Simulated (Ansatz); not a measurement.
# BClFH4NSi: the cost of one run

All numbers below are computed with Ansatz 0.2.0 (RKS PBE-D4/cc-pVDZ).

## Step 1: The starting structure

Bond lengths: N1–Si2 1.782 Å, Si2–F3 1.659 Å, Si2–B4 1.898 Å, B4–Cl5 1.833 Å, N1–H6 1.078 Å, N1–H7 1.087 Å, Si2–H8 1.444 Å, B4–H9 1.260 Å. Angles: N1–Si2–F3 108.1°, N1–Si2–B4 112.6°, N1–Si2–H8 108.7°, F3–Si2–B4 107.1°, F3–Si2–H8 108.5°, B4–Si2–H8 111.6°, Si2–N1–H6 105.3°, Si2–N1–H7 105.1°, H6–N1–H7 102.2°, Si2–B4–Cl5 122.5°, Si2–B4–H9 120.0°, Cl5–B4–H9 117.3°.

Structure file:

```xyz
9

N     0.4102   -0.8587   -1.3935
Si    0.5133   -0.4942    0.3473
F     2.0349    0.0843    0.6647
B    -0.7167    0.8468    0.8865
Cl   -0.7699    2.5049    0.1070
H    -0.6252   -1.0965   -1.5742
H     0.5158    0.1022   -1.8911
H     0.3249   -1.7187    1.0898
H    -1.5988    0.5837    1.7463
```

## Step 2: End point A

Input file input.yaml:

```yaml
crystal:
  periodic: [false, false, false]
  atoms:
    - { symbol: "N", position_ang: [0.4102, -0.8587, -1.3935] }
    - { symbol: Si, position_ang: [0.5133, -0.4942, 0.3473] }
    - { symbol: F, position_ang: [2.0349, 0.0843, 0.6647] }
    - { symbol: B, position_ang: [-0.7167, 0.8468, 0.8865] }
    - { symbol: Cl, position_ang: [-0.7699, 2.5049, 0.107] }
    - { symbol: H, position_ang: [-0.6252, -1.0965, -1.5742] }
    - { symbol: H, position_ang: [0.5158, 0.1022, -1.8911] }
    - { symbol: H, position_ang: [0.3249, -1.7187, 1.0898] }
    - { symbol: H, position_ang: [-1.5988, 0.5837, 1.7463] }
basis:
  gaussian: { orbitals: cc-pVDZ }
hamiltonian:
  xc: pbe
  dispersion: d4
relax:
  f_tol: 0.015
  max_steps: 40
```

Started as:

```
$ ansatz run input.yaml --threads 2 --pin off --max-ram 3072MiB --backend cpu --events-out ev --progress --plain --runs-dir out
```

**Question.** How long does this run take on 2 threads of Arm Neoverse V2, shared host, and how much memory does it need?

About 51 s, with a peak of 0.18 GiB.
